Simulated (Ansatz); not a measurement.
# CH4OSn: up Jacob's ladder to CCSD(T)

One table from this session's results is given with a row withheld; the runs are named, their logs left out.

Method: functionals in def2-TZVPP, the program's frozen cores in correlated methods; program: Ansatz 0.2.0, Gaussian basis.

The runs, in order: LDA (SPW92), PBE-D4, revPBE-D4, BLYP-D4, r2SCAN-D4, B97M-V, PBE0-D4, B3LYP-D4, r2SCANh-D4, r2SCAN0-D4, HSE06-D4, BHLYP-D4, CAM-B3LYP-D4, LC-ωPBE, ωB97X-V, ωB97M-V, B2PLYP, PBE-QIDH; CCSD(T)/def2-SVP; CCSD(T)/def2-TZVPP; MP2/def2-QZVPP; extrapolation to the limit; RPA on PBE.

## The relaxed structure

The geometry comes from an earlier relaxation with PBE0-D4 in a triple-zeta def2 set; it is a stationary point, not always the lowest conformer. Sn takes the def2 core potential; no spin-orbit term is included.

7 atoms, charge 0, spin multiplicity 1.

Atoms are counted from 1 here; the program's logs count them from 0.

Bond lengths: C1–O2 1.301 Å, C1–Sn3 2.220 Å, C1–H4 1.098 Å, C1–H5 1.098 Å, O2–Sn3 2.212 Å, Sn3–H6 1.715 Å, Sn3–H7 1.715 Å. Angles: O2–C1–Sn3 72.6°, O2–C1–H4 119.8°, O2–C1–H5 119.8°, Sn3–C1–H4 110.0°, Sn3–C1–H5 110.0°, H4–C1–H5 115.0°, C1–O2–Sn3 73.3°, C1–Sn3–O2 34.1°, C1–Sn3–H6 113.6°, C1–Sn3–H7 113.6°, O2–Sn3–H6 95.2°, O2–Sn3–H7 95.2°, H6–Sn3–H7 108.1°.

The first run:

File in.yaml:

```yaml
crystal:
  periodic: [false, false, false]
  atoms:
    - {symbol: C, position_ang: [-0.802858, -0.539232, -0.580169]}
    - {symbol: O, position_ang: [-0.283372, -1.078862, 0.483060]}
    - {symbol: Sn, position_ang: [0.735567, 0.862722, 0.191614]}
    - {symbol: H, position_ang: [-0.513466, -0.903074, -1.574345]}
    - {symbol: H, position_ang: [-1.795087, -0.073211, -0.526933]}
    - {symbol: H, position_ang: [0.399232, 1.454107, 1.765834]}
    - {symbol: H, position_ang: [2.321283, 0.209651, 0.195240]}
basis:
  gaussian: {orbitals: def2-TZVPP}
hamiltonian: {xc: lda}
output: {orbitals: {seedname: orbitals}}
```

Command:

```bash
> ansatz run in.yaml --threads 2 --pin off --events-out ev --progress --plain --max-ram 4352MiB
```

Among the steps run: LDA; PBE-D4 (GGA); revPBE-D4 (GGA); BLYP-D4 (GGA); r2SCAN-D4 (meta-GGA); B97M-V (meta-GGA); PBE0-D4 (hybrid); B3LYP-D4 (hybrid); r2SCANh-D4 (hybrid); r2SCAN0-D4 (hybrid); HSE06-D4 (hybrid); BHLYP-D4 (hybrid); CAM-B3LYP-D4 (range-separated); LC-ωPBE (range-separated); ωB97X-V (range-separated); ωB97M-V (range-separated); B2PLYP (double hybrid); PBE-QIDH (double hybrid).

One of the session's tables, all rows but one given; the rest of the session is left out.

It belongs to the step «Orbital energies across the functionals». 

| functional | HOMO (eV) | LUMO (eV) | gap (eV) |
| --- | --- | --- | --- |
| LDA (SPW92) | -5.87 | -3.10 | 2.77 |
| PBE-D4 | -5.68 | -2.92 | 2.76 |
| revPBE-D4 | -5.62 | -2.86 | 2.76 |
| BLYP-D4 | -5.57 | -2.85 | 2.71 |
| r2SCAN-D4 | -5.87 | -2.85 | 3.02 |
| B97M-V | -5.78 | -2.87 | 2.91 |
| PBE0-D4 | -6.56 | -2.17 | 4.38 |
| B3LYP-D4 | ? | ? | ? |
| r2SCANh-D4 | -6.20 | -2.56 | 3.64 |
| r2SCAN0-D4 | -6.69 | -2.13 | 4.56 |
| HSE06-D4 | -6.17 | -2.54 | 3.63 |
| BHLYP-D4 | -7.33 | -1.37 | 5.96 |
| CAM-B3LYP-D4 | -7.71 | -1.24 | 6.47 |
| LC-ωPBE | -8.82 | -0.21 | 8.60 |
| ωB97X-V | -8.55 | -0.25 | 8.30 |
| ωB97M-V | -8.49 | -0.35 | 8.14 |

Q: Estimate the row for B3LYP-D4 from the others.

Worked estimate for «HOMO (eV)». Against the share of exact exchange, BLYP-D4 (0, -5.57), BHLYP-D4 (0.5, -7.33) give a slope of -3.52 per unit share; at 0.2 the line stands at -6.27.

As computed: HOMO (eV): -6.42; LUMO (eV): -2.41; gap (eV): 4.01. In «HOMO (eV)» the line misses by +0.15.
